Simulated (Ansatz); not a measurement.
# FH4NSeSi: two geometries relaxed

Aim: relax the geometries before and after the inversion of the pyramid at N1, and see whether they are two minima and how far apart in energy. SMILES of the start: N[SiH](F)[SeH].

All numbers below are computed with Ansatz 0.2.0 (RKS r2SCAN/def2-SVP).

## (1) Starting point

Bond lengths: N1–Si2 1.722 Å, Si2–F3 1.669 Å, Si2–Se4 2.237 Å, N1–H5 1.080 Å, N1–H6 1.070 Å, Si2–H7 1.496 Å, Se4–H8 1.564 Å. Angles: N1–Si2–F3 108.8°, N1–Si2–Se4 111.2°, N1–Si2–H7 109.3°, F3–Si2–Se4 109.4°, F3–Si2–H7 109.7°, Se4–Si2–H7 108.4°, Si2–N1–H5 109.7°, Si2–N1–H6 111.2°, H5–N1–H6 104.5°, Si2–Se4–H8 89.4°.

As a file:

```xyz
8

N    -0.4744    1.1380   -0.2078
Si    0.5401   -0.2012    0.1719
F     0.7706   -0.2511    1.8241
Se   -0.3715   -2.1271   -0.5086
H    -0.6142    1.1977   -1.2773
H    -0.0073    2.0645    0.0534
H     1.8581   -0.0347   -0.5154
H    -1.6092   -1.8431    0.4038
```

## (2) Relaxing end A

input.yaml reads:

```yaml
crystal:
  periodic: [false, false, false]
  atoms:
    - { symbol: "N", position_ang: [-0.4744, 1.138, -0.2078] }
    - { symbol: Si, position_ang: [0.5401, -0.2012, 0.1719] }
    - { symbol: F, position_ang: [0.7706, -0.2511, 1.8241] }
    - { symbol: Se, position_ang: [-0.3715, -2.1271, -0.5086] }
    - { symbol: H, position_ang: [-0.6142, 1.1977, -1.2773] }
    - { symbol: H, position_ang: [-0.0073, 2.0645, 0.0534] }
    - { symbol: H, position_ang: [1.8581, -0.0347, -0.5154] }
    - { symbol: H, position_ang: [-1.6092, -1.8431, 0.4038] }
basis:
  gaussian: { orbitals: def2-SVP }
hamiltonian:
  xc: r2scan
relax:
  f_tol: 0.015
  max_steps: 40
output:
  orbitals: {}
```

Run with:

```bash
$ ansatz run input.yaml --threads 2 --pin off --max-ram 3072MiB --backend cpu --events-out ev --progress --plain --runs-dir out
```

Log, shortened:

```text
Warning: RAYON_NUM_THREADS=2 ignored (pool sized by the plan → 2); use --threads N
[...]
Functional definition: r2SCAN
[...]
1094 factors; their error is unknown
[...]
mean field -77485.51600891 eV, -2847.5401917582 hartree, gradient 1.5e-5 eV, S^2 0.000000; 0 other end points of the search recorded, 0 dependent functions left out
[...]
reference -77485.51601756 eV, -2847.5401920761 hartree; 34, 34 occupied and 64, 64 virtual orbitals, 1094 factors
relax step   1: F+E_penalty+E_count = -77485.51600891 eV  Δ(F+E_penalty+E_count) = +0.000e0 eV  max|allowed force component| = 2.118e0 eV/Å  Δτ_max = 0.0000 Å  (28 SCF iters, accepted)
[...]
relax step   3: F+E_penalty+E_count = -77485.85574819 eV  Δ(F+E_penalty+E_count) = -5.437e-2 eV  max|allowed force component| = 3.843e-1 eV/Å  Δτ_max = 0.0601 Å  (29 SCF iters, accepted)
[...]
relax step   5: F+E_penalty+E_count = -77485.85636613 eV  Δ(F+E_penalty+E_count) = +2.572e-3 eV  max|allowed force component| = 5.076e-1 eV/Å  Δτ_max = 0.2000 Å  (27 SCF iters, rejected (line search))
[...]
relax step   7: F+E_penalty+E_count = -77485.89768967 eV  Δ(F+E_penalty+E_count) = -1.043e-2 eV  max|allowed force component| = 1.445e-1 eV/Å  Δτ_max = 0.0999 Å  (28 SCF iters, accepted)
[...]
relax step   9: F+E_penalty+E_count = -77485.89858255 eV  Δ(F+E_penalty+E_count) = -1.805e-4 eV  max|allowed force component| = 8.278e-2 eV/Å  Δτ_max = 0.0105 Å  (30 SCF iters, accepted)
[...]
relax step  10: F+E_penalty+E_count = -77485.89886368 eV  Δ(F+E_penalty+E_count) = -2.811e-4 eV  max|allowed force component| = 1.125e-2 eV/Å  Δτ_max = 0.0184 Å  (30 SCF iters, accepted)
1094 factors; their error is unknown
[...]
mean field -77485.89886368 eV, -2847.5542614115 hartree, gradient 1.1e-5 eV, S^2 0.000000; 1 other end points of the search recorded, 0 dependent functions left out
[...]
reference -77485.89887250 eV, -2847.5542617358 hartree; 34, 34 occupied and 64, 64 virtual orbitals, 1094 factors
Total energy: -77485.89887250 eV, -2847.5542617358 hartree
Atom 0 at    -0.362269     1.111539    -0.249714 Å, force    -0.006279    -0.006344     0.000474 eV/Å
Atom 1 at     0.651949    -0.198895     0.167452 Å, force     0.004818     0.001236     0.011246 eV/Å
Atom 2 at     0.905821    -0.043076     1.766482 Å, force    -0.002215    -0.004172    -0.001670 eV/Å
Atom 3 at    -0.375676    -2.132319    -0.427324 Å, force     0.001689     0.004686    -0.001087 eV/Å
Atom 4 at    -0.872158     1.131064    -1.125549 Å, force    -0.003993     0.004849    -0.004469 eV/Å
Atom 5 at    -0.201480     2.041216     0.126222 Å, force    -0.001213     0.004834    -0.001921 eV/Å
Atom 6 at     2.011290    -0.292729    -0.427911 Å, force     0.004234    -0.006925    -0.003812 eV/Å
Atom 7 at    -1.665277    -1.673800     0.114442 Å, force     0.002958     0.001837     0.001240 eV/Å
Dipole moment:    -0.205994     0.427844    -0.308127 e Å
```

Wall time 58 s (2 threads of Intel Xeon at 2.50GHz (Skylake/Cascade Lake), shared host); peak memory 0.17 GiB.

Relaxation path:

```csv
step,energy from step 1 (eV),largest force component (eV/Å)
1,0.0000,2.1182
2,-0.2854,0.8354
3,-0.3397,0.3843
4,-0.3429,0.4246
5x,-0.3404,0.5076
6,-0.3713,0.6564
7,-0.3817,0.1445
8,-0.3824,0.0768
9,-0.3826,0.0828
10,-0.3829,0.0112
```

Step 1 is the start. 1 step was tried and not accepted (5; marked x where the table lists them).

After: Bond lengths: N1–Si2 1.709 Å, Si2–F3 1.627 Å, Si2–Se4 2.269 Å, N1–H5 1.014 Å, N1–H6 1.016 Å, Si2–H7 1.487 Å, Se4–H8 1.472 Å. Angles: N1–Si2–F3 105.0°, N1–Si2–Se4 108.7°, N1–Si2–H7 119.6°, F3–Si2–Se4 114.2°, F3–Si2–H7 104.9°, Se4–Si2–H7 104.8°, Si2–N1–H5 121.6°, Si2–N1–H6 121.2°, H5–N1–H6 112.4°, Si2–Se4–H8 92.0°.

## (3) End point B

The second end starts from a geometry with the move made by hand.

input.yaml, as its differences from that of step 2:

```diff
@@ -7,4 +7,4 @@
     - { symbol: Se, position_ang: [-0.3715, -2.1271, -0.5086] }
-    - { symbol: H, position_ang: [-0.6142, 1.1977, -1.2773] }
-    - { symbol: H, position_ang: [-0.0073, 2.0645, 0.0534] }
+    - { symbol: H, position_ang: [-1.41061, 0.78272, -0.61305] }
+    - { symbol: H, position_ang: [-0.75153, 1.67671, 0.67413] }
     - { symbol: H, position_ang: [1.8581, -0.0347, -0.5154] }
@@ -18,3 +18 @@
   max_steps: 40
-output:
-  orbitals: {}
```

Run with:

```bash
$ ansatz run input.yaml --threads 2 --pin off --max-ram 3072MiB --backend cpu --events-out ev --progress --plain --runs-dir out
```

Log, shortened:

```text
Warning: RAYON_NUM_THREADS=2 ignored (pool sized by the plan → 2); use --threads N
[...]
Functional definition: r2SCAN
[...]
1094 factors; their error is unknown
[...]
mean field -77485.53084695 eV, -2847.5407370463 hartree, gradient 3.6e-5 eV, S^2 0.000000; 0 other end points of the search recorded, 0 dependent functions left out
[...]
reference -77485.53085555 eV, -2847.5407373623 hartree; 34, 34 occupied and 64, 64 virtual orbitals, 1094 factors
relax step   1: F+E_penalty+E_count = -77485.53084695 eV  Δ(F+E_penalty+E_count) = +0.000e0 eV  max|allowed force component| = 2.838e0 eV/Å  Δτ_max = 0.0000 Å  (26 SCF iters, accepted)
[...]
relax step   4: F+E_penalty+E_count = -77485.84309963 eV  Δ(F+E_penalty+E_count) = -2.221e-2 eV  max|allowed force component| = 3.690e-1 eV/Å  Δτ_max = 0.0269 Å  (30 SCF iters, accepted)
[...]
reference -77485.89888038 eV, -2847.5542620252 hartree; 34, 34 occupied and 64, 64 virtual orbitals, 1094 factors
Total energy: -77485.89888038 eV, -2847.5542620252 hartree
Atom 0 at    -0.723566     0.966307     0.081132 Å, force    -0.001101    -0.000943    -0.001250 eV/Å
Atom 1 at     0.494651    -0.222176     0.235932 Å, force     0.002668    -0.002110    -0.010762 eV/Å
Atom 2 at     0.918823    -0.189477     1.805255 Å, force     0.002288    -0.001947     0.014296 eV/Å
Atom 3 at    -0.339401    -2.212420    -0.462495 Å, force    -0.003341    -0.007320    -0.001151 eV/Å
Atom 4 at    -1.332846     0.999965    -0.728417 Å, force    -0.001810     0.001308    -0.000319 eV/Å
Atom 5 at    -0.638630     1.868808     0.539263 Å, force    -0.001259     0.003427    -0.000279 eV/Å
Atom 6 at     1.772409    -0.068951    -0.509553 Å, force     0.000600     0.003828    -0.001036 eV/Å
Atom 7 at    -1.599881    -2.001826     0.267963 Å, force     0.001956     0.003755     0.000501 eV/Å
Dipole moment:    -0.294375     0.423539    -0.232727 e Å
```

Run time: 72 s. Hardware: 2 threads of Intel Xeon at 2.50GHz (Skylake/Cascade Lake), shared host; peak memory 0.18 GiB.

Relaxation path:

```csv
step,energy from step 1 (eV),largest force component (eV/Å)
1,0.0000,2.8376
2,-0.2526,1.1523
3,-0.2900,0.4320
4,-0.3123,0.3690
5,-0.3379,0.4315
6,-0.3501,0.2421
7x,-0.3456,0.4650
8,-0.3586,0.2816
9,-0.3619,0.3221
10,-0.3645,0.2467
11,-0.3676,0.0697
12,-0.3678,0.0743
13,-0.3680,0.0143
```

Step 1 is the start. 1 step was tried and not accepted (7; marked x where the table lists them).

After: Bond lengths: N1–Si2 1.709 Å, Si2–F3 1.626 Å, Si2–Se4 2.268 Å, N1–H5 1.014 Å, N1–H6 1.016 Å, Si2–H7 1.487 Å, Se4–H8 1.472 Å. Angles: N1–Si2–F3 105.0°, N1–Si2–Se4 108.7°, N1–Si2–H7 119.7°, F3–Si2–Se4 114.3°, F3–Si2–H7 104.9°, Se4–Si2–H7 104.6°, Si2–N1–H5 121.6°, Si2–N1–H6 121.2°, H5–N1–H6 112.4°, Si2–Se4–H8 92.1°.

## (4) What came out

| quantity | value |
| --- | --- |
| end A | 8 moves, 0.383 eV lower |
| end B | 11 moves, 0.368 eV lower |
| largest difference between the ends | 0.01 Å |
| end B relative to end A | -0.000 eV |

Both starts fell into the same minimum (no atom differs by more than 0.01 Å), so from this start no second minimum was found and no band was run; another arrangement could still be one.
